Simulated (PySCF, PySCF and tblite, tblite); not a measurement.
# C₂H₅NO₂Si₂: telling isomers apart by computed NMR, part 3 of 3

PySCF and tblite. Atoms count from 0.

## 14. Shieldings, isomer A, conformer 1: BP86/pcSseg-1 in methanol

The job: settings as JSON, then the geometry in Å.

```
{"job": {"xc": "BP86", "basis": "pcSseg-1", "solvent": "methanol", "kind": "nmr", "pop": false}, "charge": 0, "multiplicity": 1}
N      3.244945    -0.529311    -1.485962
C      2.392551    -0.260528    -0.750455
Si     1.037191     0.082000     0.480080
C     -0.414939    -1.238228     0.358290
O     -1.574633    -0.455171    -0.047908
Si    -1.500751     1.159195    -0.300854
O      0.149389     1.390442     0.052362
H      1.652735     0.271082     1.774099
H     -0.285083    -2.040022    -0.384435
H     -0.680019    -1.753542     1.294211
H     -2.284223     1.882244     0.664268
H     -1.735964     1.491153    -1.679723
```

Standard output:

```text
coarse grid: 11760 points
cycle   1  E = -863.2009113999  dE =  8.830e-01  |g| = 1.149e+00  |ddm| = 3.438e+00
cycle   2  E = -862.0584301934  dE =  1.142e+00  |g| = 2.608e+00  |ddm| = 3.405e+00
cycle   3  E = -863.4192038086  dE = -1.361e+00  |g| = 2.737e-01  |ddm| = 2.848e+00
cycle   4  E = -863.4231814044  dE = -3.978e-03  |g| = 2.554e-01  |ddm| = 3.129e-01
cycle   5  E = -863.4356467501  dE = -1.247e-02  |g| = 9.781e-02  |ddm| = 1.840e-01
cycle   6  E = -863.4376994781  dE = -2.053e-03  |g| = 1.504e-02  |ddm| = 7.116e-02
cycle   7  E = -863.4377467635  dE = -4.729e-05  |g| = 7.214e-03  |ddm| = 1.911e-02
cycle   8  E = -863.4377575206  dE = -1.076e-05  |g| = 2.175e-03  |ddm| = 6.869e-03
cycle   9  E = -863.4377582474  dE = -7.268e-07  |g| = 7.786e-04  |ddm| = 1.800e-03
final grid: 106536 points
cycle  10  E = -863.5211637869  dE = -1.112e-05  |g| = 1.004e-02  |ddm| = 1.887e-02
cycle  11  E = -863.5210994249  dE =  6.436e-05  |g| = 2.133e-02  |ddm| = 2.115e-02
cycle  12  E = -863.5211794228  dE = -8.000e-05  |g| = 2.054e-03  |ddm| = 1.533e-02
cycle  13  E = -863.5211800783  dE = -6.555e-07  |g| = 1.194e-03  |ddm| = 1.595e-03
cycle  14  E = -863.5211803713  dE = -2.930e-07  |g| = 1.528e-04  |ddm| = 6.882e-04
cycle  15  E = -863.5211803566  dE =  1.472e-08  |g| = 5.917e-05  |ddm| = 1.341e-04
cycle  16  E = -863.5211803571  dE = -5.648e-10  |g| = 1.685e-05  |ddm| = 4.832e-05
converged SCF energy = -863.5211803571

GIAO shielding tensors (ppm)
atom      isotropic    diamagn.    paramagn.     s11        s22        s33       span
  0 N      -75.565     339.835    -415.400   -263.480   -254.048    290.833    554.313
  1 C       54.902     261.609    -206.707    -61.520    -58.719    284.947    346.467
  2 Si     373.785     880.350    -506.565    319.853    372.900    428.602    108.749
  3 C      115.067     251.366    -136.299     79.166     91.742    174.293     95.127
  4 O      295.949     397.257    -101.308    234.184    266.174    387.488    153.304
  5 Si     333.702     881.010    -547.307    305.466    327.786    367.855     62.389
  6 O      264.920     398.637    -133.718    211.418    258.493    324.849    113.432
  7 H       26.435      27.805      -1.370     22.680     24.368     32.257      9.577
  8 H       26.689      30.144      -3.454     22.933     25.078     32.057      9.124
  9 H       26.685      29.066      -2.381     22.430     25.146     32.480     10.050
 10 H       26.455      29.084      -2.629     22.961     23.395     33.009     10.048
 11 H       26.417      29.688      -3.271     23.142     23.383     32.724      9.582
```

It took 12 s on 1 thread of Arm Neoverse V1, shared host; peak memory 0.66 GiB.

In short: HOMO -6.89 eV, LUMO -2.13 eV; dipole 4.24 D.

## 15. Single-point energy, isomer A, conformer 1: CAM-B3LYP/cc-pVDZ in methanol

The job, as its differences from that of step 14:

```diff
@@ -1,2 +1,2 @@
-{"job": {"xc": "BP86", "basis": "pcSseg-1", "solvent": "methanol", "kind": "nmr", "pop": false}, "charge": 0, "multiplicity": 1}
+{"job": {"xc": "CAM-B3LYP", "basis": "cc-pVDZ", "solvent": "methanol", "kind": "sp"}, "charge": 0, "multiplicity": 1}
 N      3.244945    -0.529311    -1.485962
```

Standard output:

```text
coarse grid: 11760 points
cycle   1  E = -863.1724938456  dE =  1.017e+00  |g| = 1.011e+00  |ddm| = 6.502e+00
cycle   2  E = -862.9875051104  dE =  1.850e-01  |g| = 1.430e+00  |ddm| = 3.118e+00
cycle   3  E = -863.3736537689  dE = -3.861e-01  |g| = 9.775e-02  |ddm| = 1.711e+00
cycle   4  E = -863.3745729878  dE = -9.192e-04  |g| = 8.079e-02  |ddm| = 2.176e-01
cycle   5  E = -863.3758955464  dE = -1.323e-03  |g| = 1.122e-02  |ddm| = 1.045e-01
cycle   6  E = -863.3759251029  dE = -2.956e-05  |g| = 3.177e-03  |ddm| = 2.807e-02
cycle   7  E = -863.3759269396  dE = -1.837e-06  |g| = 1.418e-03  |ddm| = 5.995e-03
final grid: 106536 points
cycle   8  E = -863.3952320739  dE = -7.459e-06  |g| = 2.374e-03  |ddm| = 2.345e-02
cycle   9  E = -863.3952319472  dE =  1.268e-07  |g| = 2.649e-03  |ddm| = 7.891e-03
cycle  10  E = -863.3952333625  dE = -1.415e-06  |g| = 3.895e-04  |ddm| = 3.873e-03
cycle  11  E = -863.3952333899  dE = -2.739e-08  |g| = 1.035e-04  |ddm| = 6.883e-04
cycle  12  E = -863.3952333924  dE = -2.488e-09  |g| = 5.644e-05  |ddm| = 2.342e-04
cycle  13  E = -863.3952333930  dE = -5.891e-10  |g| = 2.056e-05  |ddm| = 9.288e-05
converged SCF energy = -863.3952333930
```

Wall time 8 s (1 thread of Arm Neoverse V1, shared host); peak memory 0.64 GiB.

Key values: HOMO -9.52 eV, LUMO 0.35 eV; dipole 3.99 D.

## 16. Boltzmann average, isomer A: properties at BP86/pcSseg-1 in methanol

The job: settings as JSON, then the geometry in Å.

```
{"job": {"study": "conf", "smiles": "N#C[Si@@H]1CO[SiH2]O1", "search": {"seed": 9100, "n_embed": 60, "ff_keep": 14, "window": 2.5, "nmax": 6, "temps": [250, 298.15, 350], "t_ref": 298.15, "order": 0.0005}, "level": {"nmr": {"xc": "BP86", "basis": "pcSseg-1", "solvent": "methanol"}, "sp": {"xc": "CAM-B3LYP", "basis": "cc-pVDZ", "solvent": "methanol"}, "alter": {"geometry": "GFN1-xTB"}, "change": "BP86/pcSseg-1; solvent methanol; energies CAM-B3LYP/cc-pVDZ; GFN1-xTB geometries"}, "kind": "conf"}, "charge": 0, "multiplicity": 1}
N      3.244945    -0.529311    -1.485962
C      2.392551    -0.260528    -0.750455
Si     1.037191     0.082000     0.480080
C     -0.414939    -1.238228     0.358290
O     -1.574633    -0.455171    -0.047908
Si    -1.500751     1.159195    -0.300854
O      0.149389     1.390442     0.052362
H      1.652735     0.271082     1.774099
H     -0.285083    -2.040022    -0.384435
H     -0.680019    -1.753542     1.294211
H     -2.284223     1.882244     0.664268
H     -1.735964     1.491153    -1.679723
```

Standard output:

```text
conformer  sym    E(xTB)   E(DFT)   G(298.15 K)  weight  dipole/D
    1     C1      0.000    0.000    0.000   1.0000    3.990

mean shielding (ppm) by class
class atoms           250 K   298.15 K      350 K
  0 N  0            -75.565    -75.565    -75.565
  1 C  1             54.902     54.902     54.902
  2 Si 2            373.785    373.785    373.785
  3 C  3            115.067    115.067    115.067
  4 O  4            295.949    295.949    295.949
  5 Si 5            333.702    333.702    333.702
  6 O  6             264.92     264.92     264.92
  7 H  7             26.435     26.435     26.435
  8 H  8             26.689     26.689     26.689
  9 H  9             26.685     26.685     26.685
 10 H  10            26.455     26.455     26.455
 11 H  11            26.417     26.417     26.417
```

Run time: 20 s. Hardware: 1 thread of Arm Neoverse V1, shared host. This counts the runs that the step sums up.

Against the first level, at 298 K (shieldings, ppm; largest changes first):

| atoms | B3LYP/pcSseg-1 in chloroform | BP86/pcSseg-1 in methanol | change |
| --- | --- | --- | --- |
| O4 | 316.5 | 295.9 | -20.6 |
| Si5 | 350.1 | 333.7 | -16.4 |
| C3 | 124.6 | 115.1 | -9.5 |
| O6 | 272.5 | 264.9 | -7.6 |
| N0 | -80.5 | -75.6 | +4.9 |
| Si2 | 376.7 | 373.8 | -2.9 |
| C1 | 55.9 | 54.9 | -1.0 |
| H9 | 27.44 | 26.68 | -0.76 |
| H8 | 27.44 | 26.69 | -0.75 |
| H10 | 26.86 | 26.45 | -0.40 |

Weights: from B3LYP/pcSseg-1 in chloroform energies 1: 100 %; from CAM-B3LYP/cc-pVDZ in methanol energies 1: 100 % (with a dispersion term where the level has one and the same thermal terms, so they don't follow from the SCF energies alone). Times: 19 s and 20 s.

## 17. Assigning the signals

The job: settings as JSON, then the geometry in Å.

```
{"job": {"study": "set", "relation": "regioisomers", "members": [{"smiles": "[N:1]#[C:2][Si@@H:3]1[CH2:4][O:5][SiH2:6][O:7]1"}, {"smiles": "[N:1]#[C:2][Si@@H:3]1[O:4][CH2:5][SiH2:6][O:7]1"}, {"smiles": "[N:1]#[C:2][C@@H:3]1[O:4][SiH2:5][O:6][SiH2:7]1"}], "charge": 0, "search": {"seed": 9100, "n_embed": 60, "ff_keep": 14, "window": 2.5, "nmax": 6, "temps": [250, 298.15, 350], "t_ref": 298.15, "order": 0.0005}, "level": {"nmr": {"xc": "B3LYP", "basis": "pcSseg-1", "solvent": "chloroform"}}, "dp4": {"C": [2.0, 10], "H": [0.15, 10]}, "second_levels": [{"nmr": {"xc": "B3LYP", "basis": "pcSseg-1", "solvent": "methanol"}, "wide": true, "sp": {"xc": "revPBE", "basis": "6-311G**", "solvent": "methanol"}, "change": "B3LYP/pcSseg-1; solvent methanol; energies revPBE/6-311G**"}, {"nmr": {"xc": "BP86", "basis": "pcSseg-1", "solvent": "methanol"}, "wide": true, "sp": {"xc": "CAM-B3LYP", "basis": "cc-pVDZ", "solvent": "methanol"}, "alter": {"geometry": "GFN1-xTB"}, "change": "BP86/pcSseg-1; solvent methanol; energies CAM-B3LYP/cc-pVDZ; GFN1-xTB geometries"}], "kind": "set"}, "charge": 0, "multiplicity": 1}
N      3.193133    -0.521969    -1.491567
C      2.346706    -0.284019    -0.758540
Si     1.003993     0.080489     0.484678
C     -0.421442    -1.203546     0.341167
O     -1.589148    -0.474415    -0.001823
Si    -1.469589     1.119826    -0.291914
O      0.145581     1.365301     0.005725
H      1.534443     0.298744     1.820961
H     -0.256592    -1.959870    -0.432209
H     -0.622346    -1.732237     1.276533
H     -2.188907     1.878182     0.714050
H     -1.674634     1.432827    -1.693088
```

Standard output:

```text
isomer  G rel   conformers  SMILES
A     0.057      1   N#C[Si@@H]1CO[SiH2]O1
B     0.000      1   N#C[Si@@H]1OC[SiH2]O1
C    11.563      1   N#C[C@@H]1O[SiH2]O[SiH2]1

signals of isomer A at the second level: probabilities [0.49267, 0.40487, 0.10246]

signals of isomer A at the second level: probabilities [0.41445, 0.57966, 0.00589]
```

It took 96 s on 1 thread of Arm Neoverse V1, shared host; peak memory 0.84 GiB. This counts the whole study up to here.

The 3 candidates (regioisomers), with energies and dipoles from their ensembles above, at 298 K; shieldings at B3LYP/pcSseg-1 in chloroform:

| isomer | SMILES | conformers | ΔE | ΔG | μ rms (D) |
| --- | --- | --- | --- | --- | --- |
| A | N#C[Si@@H]1CO[SiH2]O1 | 1 | 0.07 | 0.06 | 3.84 |
| B | N#C[Si@@H]1OC[SiH2]O1 | 1 | 0.00 | 0.00 | 5.36 |
| C | N#C[C@@H]1O[SiH2]O[SiH2]1 | 1 | 12.57 | 11.56 | 4.27 |

Energies in kcal/mol.

The signals of isomer A, computed at a second level (B3LYP/pcSseg-1 in methanol), stand in for a spectrum. The test takes 2 C values. Each candidate's shieldings are matched to them as sorted lists by a straight-line fit, or by a shift alone where signals are few or close (slope 1; a small slope inflates the errors), and the errors are weighed by Student-t tails (C: width 2.0 ppm).

| candidate | C slope | C mean error | C largest | P(C) | P(all) |
| --- | --- | --- | --- | --- | --- |
| A | 1.00 | 0.6 | 0.6 | 49.3 | 49.3 |
| B | 1.00 | 0.8 | 0.8 | 40.5 | 40.5 |
| C | 1.00 | 1.9 | 1.9 | 10.2 | 10.2 |

Errors in ppm, probabilities in per cent.

The signals of isomer A, computed at a second level (BP86/pcSseg-1 in methanol on GFN1-xTB geometries), stand in for a spectrum. The test takes 2 C values. Each candidate's shieldings are matched to them as sorted lists by a straight-line fit, or by a shift alone where signals are few or close (slope 1; a small slope inflates the errors), and the errors are weighed by Student-t tails (C: width 2.0 ppm).

| candidate | C slope | C mean error | C largest | P(C) | P(all) |
| --- | --- | --- | --- | --- | --- |
| A | 1.00 | 4.3 | 4.3 | 41.4 | 41.4 |
| B | 1.00 | 4.0 | 4.0 | 58.0 | 58.0 |
| C | 1.00 | 6.7 | 6.7 | 0.6 | 0.6 |

Errors in ppm, probabilities in per cent.

## 18. Outcome

The summary covers parts 1 to 3.

| quantity | value |
| --- | --- |
| conformers, isomer A | 1; the first in weight is no. 1 (C1), 100 % at 298 K |
| root-mean-square dipole, isomer A | 3.84 D |
| averaged ¹³C shifts, isomer A (B3LYP/pcSseg-1 in chloroform) | 126.6, 58.0 ppm |
| averaged ¹H shifts, isomer A (B3LYP/pcSseg-1 in chloroform) | 5.11, 5.02, 4.96, 4.37, 4.37 ppm |
| averaged ²⁹Si shifts, isomer A (B3LYP/pcSseg-1 in chloroform) | -15.8, -42.4 ppm |
| conformers, isomer B | 1; the first in weight is no. 1 (C1), 100 % at 298 K |
| root-mean-square dipole, isomer B | 5.36 D |
| averaged ¹³C shifts, isomer B (B3LYP/pcSseg-1 in chloroform) | 125.3, 57.0 ppm |
| averaged ¹H shifts, isomer B (B3LYP/pcSseg-1 in chloroform) | 5.03, 4.99, 4.80, 4.36, 4.29 ppm |
| averaged ²⁹Si shifts, isomer B (B3LYP/pcSseg-1 in chloroform) | -22.9, -48.1 ppm |
| conformers, isomer C | 1; the first in weight is no. 1 (C1), 100 % at 298 K |
| root-mean-square dipole, isomer C | 4.27 D |
| averaged ¹³C shifts, isomer C (B3LYP/pcSseg-1 in chloroform) | 127.1, 53.5 ppm |
| averaged ¹H shifts, isomer C (B3LYP/pcSseg-1 in chloroform) | 5.08, 5.07, 5.03, 5.00, 4.94 ppm |
| averaged ²⁹Si shifts, isomer C (B3LYP/pcSseg-1 in chloroform) | -15.0, -21.4 ppm |
| lowest in free energy | A, B, within 0.5 kcal/mol of one another |
| signals of A (B3LYP/pcSseg-1 in methanol) | best fit A, 49 % |
| signals of A (BP86/pcSseg-1 in methanol on GFN1-xTB geometries) | best fit B, 58 % |

In words: The search found one conformer for isomer A in the window, so the averages are its own values. The search found one conformer for isomer B in the window, so the averages are its own values. The search found one conformer for isomer C in the window, so the averages are its own values. Between B3LYP/pcSseg-1 in chloroform and B3LYP/pcSseg-1 in methanol, N0 of isomer A changes most, by 5.8 ppm of raw shielding. Between B3LYP/pcSseg-1 in chloroform and BP86/pcSseg-1 in methanol, O4 of isomer A changes most, by 20.6 ppm of raw shielding (the geometries differ too). The test names the right isomer, A, with 49 %, which is no clear verdict. The test prefers B (58 %) although the signals are those of A, which is no clear verdict. The stand-in spectrum is computed, so it shares conformers and some errors with the candidates; a measured one would test harder.
